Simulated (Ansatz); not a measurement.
# CH₆ClFSi₂: one species, many methods

The task here is to estimate one member of a computed series from the others.

Program: Ansatz 0.2.0, Gaussian basis. Level of theory: functionals in def2-TZVPP, the program's frozen cores in correlated methods. These are calculated values, not measurements.

Plan: PBE-D4, r2SCAN-D4, PBE0-D4, B3LYP-D4, ωB97X-V, ωB97M-V, B2PLYP; CCSD(T)/def2-TZVPP; MP2/def2-QZVPP; extrapolation to the limit.

## The geometry

The geometry comes from an earlier relaxation with PBE0-D4 in a triple-zeta def2 set; it is a stationary point, not always the lowest conformer.

SMILES `F[SiH2]C[SiH2]Cl`, 11 atoms, charge 0, spin multiplicity 1.

Atoms are counted from 1 here; the program's logs count them from 0.

Bond lengths: F1–Si2 1.604 Å, Si2–C3 1.861 Å, Si2–H6 1.484 Å, Si2–H7 1.480 Å, C3–Si4 1.859 Å, C3–H8 1.095 Å, C3–H9 1.097 Å, Si4–Cl5 2.062 Å, Si4–H10 1.482 Å, Si4–H11 1.482 Å. Angles: F1–Si2–C3 108.7°, F1–Si2–H6 107.3°, F1–Si2–H7 107.5°, C3–Si2–H6 110.8°, C3–Si2–H7 111.5°, H6–Si2–H7 110.9°, Si2–C3–Si4 114.7°, Si2–C3–H8 109.4°, Si2–C3–H9 108.3°, Si4–C3–H8 109.6°, Si4–C3–H9 107.1°, H8–C3–H9 107.5°, C3–Si4–Cl5 109.4°, C3–Si4–H10 112.0°, C3–Si4–H11 110.6°, Cl5–Si4–H10 107.3°, Cl5–Si4–H11 107.3°, H10–Si4–H11 110.0°.

The first run:

in.yaml

```yaml
crystal:
  periodic: [false, false, false]
  atoms:
    - {symbol: F, position_ang: [-1.540177, 1.540840, 1.931492]}
    - {symbol: Si, position_ang: [-0.361617, 1.244326, 0.885338]}
    - {symbol: C, position_ang: [-0.721440, -0.362602, 0.019016]}
    - {symbol: Si, position_ang: [0.736129, -1.116758, -0.853796]}
    - {symbol: Cl, position_ang: [1.662856, 0.321481, -2.005177]}
    - {symbol: H, position_ang: [0.901418, 1.153443, 1.658392]}
    - {symbol: H, position_ang: [-0.317413, 2.375933, -0.067416]}
    - {symbol: H, position_ang: [-1.539757, -0.216296, -0.692944]}
    - {symbol: H, position_ang: [-1.061110, -1.089018, 0.768188]}
    - {symbol: H, position_ang: [0.332660, -2.216772, -1.761176]}
    - {symbol: H, position_ang: [1.733750, -1.607577, 0.126183]}
basis:
  gaussian: {orbitals: def2-TZVPP}
hamiltonian: {xc: pbe, dispersion: d4}
output: {forces: true, orbitals: {seedname: orbitals}}
```

The run is started by

```bash
$ ansatz run in.yaml --threads 4 --pin off --events-out ev --progress --plain --max-ram 10444MiB
```

Steps of the session up to this table: PBE-D4 (GGA); r2SCAN-D4 (meta-GGA); PBE0-D4 (hybrid); B3LYP-D4 (hybrid); ωB97X-V (range-separated); ωB97M-V (range-separated); B2PLYP (double hybrid); CCSD(T) in def2-TZVPP; MP2 in def2-QZVPP.

One table of the session follows, with a row left open; its other results are not shown here.

```
            method  atomisation energy (kJ/mol)
            PBE-D4                       3826.1
         r2SCAN-D4                       3835.4
           PBE0-D4                       3799.8
          B3LYP-D4                       3809.2
           ωB97X-V                       3852.7
           ωB97M-V                       3842.9
            B2PLYP                            ?
     HF/def2-TZVPP                       2934.5
    MP2/def2-TZVPP                       3788.7
   CCSD/def2-TZVPP                       3695.6
CCSD(T)/def2-TZVPP                       3738.8
           MP2/CBS                       3892.4
       CCSD(T)/CBS                       3842.5
```

**Question.** Estimate the row for B2PLYP.

**Answer.** atomisation energy (kJ/mol): 3776.0. In the column «atomisation energy (kJ/mol)» it lies between CCSD(T)/def2-TZVPP (3738.8) and MP2/def2-TZVPP (3788.7).

To keep in mind: Free atoms (1 F, 2 Si, 1 C, 1 Cl, 6 H) were run apart at each level; the atomisation energy is their sum less the molecule, without zero-point or spin-orbit terms.
